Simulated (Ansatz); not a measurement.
# Ti: the cost of one run

Computed with Ansatz 0.2.0 (DFT PBEsol, scalar-relativistic, plane waves, PAW, unless a step's input says otherwise).

## (1) Starting point

Symmetry: P6_3/mmc, No. 194, hexagonal system. Conventional cell: a = 2.950 Å, b = 2.950 Å, c = 4.686 Å, α = 90.00°, β = 90.00°, γ = 120.00°. Ti (site symmetry -6m2) has 12 Ti at 2.90 to 2.95 Å as nearest neighbours.

Coordinates:

```cif
data_structure
_symmetry_space_group_name_H-M 'P6_3/mmc'
_symmetry_Int_Tables_number 194
_cell_length_a 2.9500
_cell_length_b 2.9500
_cell_length_c 4.6860
_cell_angle_alpha 90.000
_cell_angle_beta 90.000
_cell_angle_gamma 120.000
_cell_volume 35.32
loop_
_atom_site_label
_atom_site_type_symbol
_atom_site_symmetry_multiplicity
_atom_site_Wyckoff_symbol
_atom_site_fract_x
_atom_site_fract_y
_atom_site_fract_z
_atom_site_occupancy
Ti1 Ti 2 c 0.33333 0.66667 0.25000 1
```

No relaxation comes first: the listed cell is the starting point.

## (2) Zero of energy

The reference gives a free energy of -4947.7686 eV, pressure -5.86 GPa, largest force 0.000 eV/Å and gap on the mesh none (metal). It was computed beforehand with the settings of the runs below.

## (3) Next: an axial (c/a) deformation path

At fixed volume and fractional coordinates, lengths along (0.000, 0.000, 1.000) are scaled against those across it; ρ is that ratio over its starting value.

## (4) At ρ = 0.850

input.yaml

```yaml
crystal:
  lattice:
    - [3.1142159576, 0.0, 0.0]
    - [-1.5571079788, 2.6969901322, 0.0]
    - [0.0, 0.0, 4.2048279924]
  atoms:
    - { symbol: Ti, position: [0.3333333333, 0.6666666667, 0.25] }
    - { symbol: Ti, position: [0.6666666667, 0.3333333333, 0.75] }
basis:
  ecutwfc: 420
kpoints:
  mp_grid: { grid: [24, 24, 12] }
hamiltonian:
  xc: pbesol
scf:
  occupations: { method: gaussian, width: 0.15 }
output:
  forces: true
  stress: true
  eigenvalues: true
  write_density: true
  write_potential: true
  elf: true
  volumetric_format: npy
```

Started as:

```
> ansatz run input.yaml --threads 1 --pin off --max-ram 2560MiB --backend cpu --events-out ev --progress --plain --runs-dir out
```

Q: Estimate wall time and peak memory on 1 thread of Intel Xeon at 2.50GHz (Skylake/Cascade Lake), shared host.

About 32 s, with a peak of 0.49 GiB.
